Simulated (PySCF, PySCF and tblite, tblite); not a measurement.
# C2H6GeNP: a path driven as pyramidal inversion, and NMR exchange

The task here is to estimate one member of a computed series from the others.

Programs: PySCF 2.14.0 with density-fitted response routines of our own, and tblite 0.8.0. All values are computed, except where a source is named. Atoms count from 0 throughout.

## The starting structure

11 atoms, charge 0, multiplicity 1; geometry from: force field or distance geometry start.

Bonds of the start (Å): C0–C1 1.22, C0–H5 1.05, C1–Ge2 1.88, Ge2–H6 1.54, Ge2–N3 1.88, Ge2–P4 2.29, N3–H7 1.04, N3–H8 1.04, P4–H10 1.46, P4–H9 1.45.

Set-up of the first run:

What the job is given:

```
{"job": {"xc": "GFN2-xTB", "basis": "xTB", "kind": "relax"}, "charge": 0, "multiplicity": 1}
C      2.400700    -1.032100    -0.308300
C      1.346600    -0.498600    -0.013000
Ge    -0.275200     0.318900     0.476900
N     -0.488900     1.909600    -0.503700
P     -2.015100    -1.092900     0.002400
H      3.300800    -1.492100    -0.577100
H     -0.279800     0.644600     1.986400
H     -1.373000     2.344400    -0.166600
H      0.290000     2.535000    -0.196800
H     -1.374600    -2.240300     0.614300
H     -1.526000    -1.393900    -1.340400
```

Run with:

```
$ OMP_NUM_THREADS=1 python ens_run.py task.json out
```

One launch serves the whole session.

Among the steps run: GFN2-xTB relaxation, start minimum; Relaxed scan, inversion; Nudged elastic band, leg 1; Saddle search, leg 1; DFT refinement, start: PBE0-D3(BJ)/def2-SVP; Shieldings, start: PBE0/pcSseg-1; Shieldings, saddle of leg 1: PBE0/pcSseg-1; Shieldings, end: PBE0/pcSseg-1; Kinetics and line shapes; Shieldings, start: OPBE/pcSseg-1; Single-point energy, saddle of leg 1: OPBE/pcSseg-1; Shieldings, end: OPBE/pcSseg-1; Second level: OPBE/pcSseg-1 + D3(BJ).

One table of the session follows, with a row left open; its other results are not shown here.

It belongs to the step «Second level: OPBE/pcSseg-1 + D3(BJ)». Barriers by level (kcal/mol; entropies in cal/(mol K)). Zero-point and thermal terms come from xTB in every row. ΔG‡ leaves symmetry out; the rate counts one path; effective ΔG‡, where given, is the barrier that would give that rate by Eyring's equation alone:

| level | ΔE‡ | with zero-point | ΔH‡ | ΔG‡ (298 K) | ΔE of reaction |
| --- | --- | --- | --- | --- | --- |
| GFN2-xTB | 31.08 | 30.31 | 30.31 | 30.39 | 0.52 |
| PBE0-D3(BJ)/def2-SVP | 25.05 | 24.28 | 24.28 | 24.36 | 0.76 |
| PBE0/pcSseg-1 + D3(BJ) | 24.21 | 23.44 | 23.44 | 23.52 | 1.03 |
| OPBE/pcSseg-1 + D3(BJ) | ? | ? | ? | ? | ? |

Estimate the missing values for OPBE/pcSseg-1 + D3(BJ).

**Answer.** ΔE‡: 24.44; with zero-point: 23.67; ΔH‡: 23.67; ΔG‡ (298 K): 23.75; ΔE of reaction: 1.07. In the column «ΔE‡» it lies between PBE0/pcSseg-1 + D3(BJ) (24.21) and PBE0-D3(BJ)/def2-SVP (25.05).

Limits of these values: The moving atom is hydrogen and the barrier is narrow, so tunnelling, which is left out, should speed the exchange.
